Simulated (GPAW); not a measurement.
Write an ASE script for GPAW 26.7.0 that does the following.

```
Task                : band structure
Functional          : LDA
Potentials or basis : the program's PAW data sets (release 1.2.1) made for this functional
Cutoff              : 600 eV
Basis               : pw
k mesh              : 6 × 6 × 6
Occupations         : fermi-dirac, width 0.05 eV
Spin                : no spin polarisation
Maxiter             : 150
Band path           : GXMGRX,MR
Band points         : 60
```

In3As:

```xyz
4
Lattice="4.6717 0.0000 0.0000 0.0000 4.6717 0.0000 0.0000 0.0000 4.6717" Properties=species:S:1:pos:R:3 pbc="T T T"
In    2.3358    2.3358    0.0000
In    2.3358    0.0000    2.3358
In    0.0000    2.3358    2.3358
As    0.0000    0.0000    0.0000
```

The cell comes from a database or a generator and needn't be the stable form of this composition.

One way to write it, as run:

run.py

```python
from ase import Atoms
from ase.dft.bandgap import bandgap
from ase.io import write
from ase.units import GPa
from gpaw import GPAW, PW

atoms = Atoms(['In', 'In', 'In', 'As'],
              cell=[[4.671681, 0.0, 0.0],
                    [0.0, 4.671681, 0.0],
                    [0.0, 0.0, 4.671681]],
              scaled_positions=[[0.5, 0.5, 0.0],
                                [0.5, 0.0, 0.5],
                                [0.0, 0.5, 0.5],
                                [0.0, 0.0, 0.0]],
              pbc=True)

calc = GPAW(mode=PW(600),
            xc='LDA',
            kpts={'size': (6, 6, 6), 'gamma': True},
            occupations={'name': 'fermi-dirac', 'width': 0.05},
            nbands=36,
            convergence={'density': 1e-05, 'energy': 1e-05},
            maxiter=150,
            txt='gpaw.txt')
atoms.calc = calc
energy = atoms.get_potential_energy()
forces = atoms.get_forces()
stress = atoms.get_stress()
calc.write('gs.gpw')
write('result.traj', atoms)
print(f'Energy: {energy:.6f} eV')
print('Forces (eV/A):')
print(forces.round(4))
print('Stress (GPa):', (stress / GPa).round(3))
print('Fermi level:', round(calc.get_fermi_level(), 4), 'eV')
print(f'Gap: {bandgap(calc)[0]:.4f} eV, direct: {bandgap(calc, direct=True)[0]:.4f} eV')

path = atoms.cell.bandpath('GXMGRX,MR', npoints=60, eps=1e-4)
bs_calc = calc.fixed_density(kpts=path, symmetry='off', nbands=57,
                             convergence={'bands': 'CBM+6.0', 'eigenstates': 1e-6}, txt='bands.txt')
bs = bs_calc.band_structure()
bs.write('bs.json')
print(f'Gap on the path: {bandgap(bs_calc)[0]:.4f} eV')
```

Potentials or basis: the program's PAW data sets (release 1.2.1) made for this functional, pw.

Command:

```sh
$ OMP_NUM_THREADS=1 python run.py
```

Results of the run:

| Quantity | Value |
| --- | --- |
| Pressure | -4.1 GPa |
| Band gap along the path | none (metal or under the smearing width) |

Caveat: spin-orbit coupling is left out, which moves the levels of the heavy elements.

Wall time 2.8 min on 1 thread of Arm Neoverse V1, with other jobs on the host, peak memory 0.48 GiB.
